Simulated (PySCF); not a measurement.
# A diatomic session: SiI

An exercise on one series of results from a longer session: the logs are not shown, and one member is left open.

Method: Si def2-TZVPP, I def2-TZVPP with ECP28, scalar-relativistic core potentials; program: PySCF 2.14.0.

The first run:

A driver script around PySCF takes these settings:

* atoms: Si, I
* charge: 0
* basis: Si def2-TZVPP, I def2-TZVPP with ECP28
* Hamiltonian: scalar-relativistic core potentials
* basis functions: 92
* electrons treated: 39
* masses in u: 27.9769, 126.9045
* levels: PBE0, PBE, r²SCAN, BHandHLYP, M06-L, MN15, ωB97X, HF, MP2, SCS-MP2, CCSD, CCSD(T)
* grid: 80 radial by 434 angular points
* occupations: held fixed by the projection of orbital angular momentum
* dissociation limit: Si + I, each in its ground configuration
* starting distance in angstrom: 2.425
* values of 2S to try: 1, 3

Run with:

```sh
$ OMP_NUM_THREADS=1 python dia.py task.json out
```

Steps of the session up to this table: Set-up; The PBE0 curve of the state that the search chose; Other states along the same grid; PBE (GGA); r²SCAN (meta-GGA); BHandHLYP; M06-L; MN15 (hybrid meta-GGA); ωB97X (range-separated hybrid); UHF; Correlated methods on the Hartree–Fock reference.

One table of the session follows, with a row left open; its other results are not shown here.

| level | Re (Å) | ωe (cm⁻¹) | De (eV) |
| --- | --- | --- | --- |
| UHF | ? | ? | ? |
| UHF-MP2 | 2.432 | 370 | 3.24 |
| UHF-SCS-MP2 | 2.443 | 363 | 3.10 |
| UHF-CCSD | 2.446 | 362 | 2.93 |
| UHF-CCSD(T) | 2.448 | 361 | 3.10 |
| PBE | 2.461 | 350 | 3.49 |
| r²SCAN | 2.448 | 358 | 3.37 |
| M06-L | 2.436 | 361 | 3.41 |
| PBE0 | 2.443 | 363 | 3.33 |
| MN15 | 2.431 | 360 | 3.16 |
| BHandHLYP | 2.454 | 355 | 3.02 |
| ωB97X | 2.432 | 370 | 3.22 |

Estimate the missing values for UHF.

The run gave: Re (Å): 2.478; ωe (cm⁻¹): 349; De (eV): 1.99. In the column «Re (Å)» it is the highest.
